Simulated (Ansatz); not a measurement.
Ga2AsP: equation of state with PBE

Crystal: Ga2AsP.

```
CELL_PARAMETERS angstrom
1.96511 1.13456 6.41726
-1.96511 1.13456 6.41726
0.00000 -2.26911 6.41726
ATOMIC_POSITIONS crystal
As 0.87507 0.87507 0.87507
Ga 0.49751 0.49751 0.49751
Ga 0.00244 0.00244 0.00244
P 0.37498 0.37498 0.37498
```

The cell comes from a database or a generator and needn't be the stable form of this composition.

```yaml
Program: Ansatz 0.2.0
Task: equation of state
Functional: PBE
Potentials_or_basis: all-electron LAPW, scalar-relativistic
Basis_error_allowed: 0.001 eV/atom
k_mesh: 8 × 8 × 8
Occupations: fermi-dirac, width 0.05 eV
Spin: no spin polarisation
```

| Quantity | Value |
| --- | --- |
| Equilibrium volume | 22.24 Å³/atom |
| Bulk modulus at fixed shape and positions | 68 GPa |
| Pressure derivative of the bulk modulus | 4.6 |

Energy against volume, from the lowest point:
```
volume (Å³/atom)  energy (meV/atom)
          20.174              49.08
          20.603              29.60
          21.032              15.48
          21.461               6.16
          21.890               1.15
          22.320               0.00
          22.749               2.32
```

All runs of the series together: 10 min on 2 threads of Intel(R) Xeon(R) Platinum 8259CL CPU @ 2.50GHz (Skylake/Cascade Lake), on a shared host.

Caveat: the cell was scaled at fixed shape and fractional positions, which overstates the stiffness of a crystal with free parameters, most of all of layers and chains.
